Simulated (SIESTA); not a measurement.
## NiMoIrPdW in SIESTA: convergence with real-space mesh cutoff

Input of the first run (real-space mesh cutoff 100 Ry); the others differ in this setting and in those tied to it:

The input NiMoIrPdW.fdf:

```
SystemName                      NiMoIrPdW
SystemLabel                     NiMoIrPdW
NumberOfSpecies                 5
NumberOfAtoms                   5
%block ChemicalSpeciesLabel
  1  28 Ni
  2  42 Mo
  3  46 Pd
  4  77 Ir
  5  74 W
%endblock ChemicalSpeciesLabel

LatticeConstant                 1.0 Ang
%block LatticeVectors
    -1.3700400000     1.3700400000     9.7164700000
     1.3700400000    -1.3700400000     9.7164700000
     1.3700400000     1.3700400000    -9.7164700000
%endblock LatticeVectors
AtomicCoordinatesFormat         Fractional
%block AtomicCoordinatesAndAtomicSpecies
     0.1986200000     0.1986200000     0.0000000000  1  Ni
     0.6092200000     0.6092200000     0.0000000000  2  Mo
     0.7931000000     0.7931000000     0.0000000000  3  Pd
     0.3994400000     0.3994400000     0.0000000000  4  Ir
     0.9956500000     0.9956500000     0.0000000000  5  W
%endblock AtomicCoordinatesAndAtomicSpecies

%block kgrid.MonkhorstPack
   13   0   0  0.0
    0  13   0  0.0
    0   0  13  0.0
%endblock kgrid.MonkhorstPack
XC.Functional                   GGA
XC.Authors                      PBE
PAO.BasisSize                   DZP
PAO.EnergyShift                 0.003 Ry
Mesh.Cutoff                     100 Ry
Spin                            polarized
%block DM.InitSpin
    1   1.000
    2   1.000
    3   0.000
    4   0.600
    5   0.000
%endblock DM.InitSpin
OccupationFunction              FD
ElectronicTemperature           0.05 eV
MaxSCFIterations                200
SCF.MustConverge                false
SCF.Mixer.Method                Pulay
SCF.Mixer.Weight                0.1
SCF.Mixer.History               10
SCF.DM.Tolerance                5.0e-05
SCF.H.Tolerance                 1.0e-03 eV
WriteForces                     true
Charge.Mulliken                 end
%block PAO.Basis
  Ni 5
  n=3 0 2
    2.432 0.000
  n=4 0 2
    7.095 0.000
  n=3 1 2
    2.716 0.000
  n=4 1 1
    7.095
  n=3 2 2
    4.466 0.000
  Mo 5
  n=4 0 2
    3.234 0.000
  n=5 0 2
    8.986 0.000
  n=4 1 2
    3.729 0.000
  n=5 1 1
    8.986
  n=4 2 2
    6.762 0.000
  Pd 5
  n=4 0 2
    2.822 0.000
  n=5 0 2
    8.721 0.000
  n=4 1 2
    3.234 0.000
  n=5 1 1
    8.721
  n=4 2 2
    5.877 0.000
  Ir 5
  n=5 0 2
    2.793 0.000
  n=6 0 2
    6.789 0.000
  n=5 1 2
    3.326 0.000
  n=6 1 1
    6.789
  n=5 2 2
    5.613 0.000
  W 5
  n=5 0 2
    3.045 0.000
  n=6 0 2
    7.641 0.000
  n=5 1 2
    3.655 0.000
  n=6 1 1
    7.641
  n=5 2 2
    6.655 0.000
%endblock PAO.Basis
Diag.ParallelOverK              true
```

Potentials or basis: PseudoDojo 0.4 standard (PBE files), DZP (energy shift 0.003 Ry; two zetas on semicore shells).

Launch:

```bash
$ mpirun -n 4 siesta NiMoIrPdW.fdf > NiMoIrPdW.out 2>&1
```

The cell was built by a generator and needn't be a form met in nature.

Hardware: 4 MPI ranks on Intel(R) Xeon(R) Platinum 8259CL CPU @ 2.50GHz (Skylake/Cascade Lake), on a shared host.

| real-space mesh cutoff | energy less the tightest run, at zero smearing (meV/atom) | pressure (GPa) | largest site moment (μB) | SCF cycles | CPU time (s) |
| --- | --- | --- | --- | --- | --- |
| 100 Ry | -1396.92 | 28.84 | 0.65 | 33 | 1800 |
| 150 Ry | -1396.92 | 28.84 | 0.65 | 33 | 1800 |
| 200 Ry | -6.72 | 3.49 | 0.00 | 24 | 1900 |
| 300 Ry | 51.92 | 2.13 | 0.00 | 26 | 2800 |
| 400 Ry | -24.86 | 3.99 | 0.00 | 24 | 2000 |
| 500 Ry | 0.00 | 3.48 | 0.00 | 26 | 2400 |

Against the tightest run, the largest site moment stays within 0.02 μB from 200 Ry on. Not settled before the last step: the energy (to 1 meV/atom), the pressure (to 0.1 GPa). Values are those asked for, which the program may round to a finer grid. The tightest run that finished is the yardstick and may itself not be fully converged.

Caveat, for the tightest run too: short orbitals over semicore shells can move pressures by several GPa; the valence orbitals were made in a potential fitted to the semicore shell under them, which widens gaps by tenths of an eV or more; the basis of atomic orbitals isn't converged, which shifts pressures, moduli and gaps. Spin-orbit coupling is left out, which matters for the levels of Ir, W.
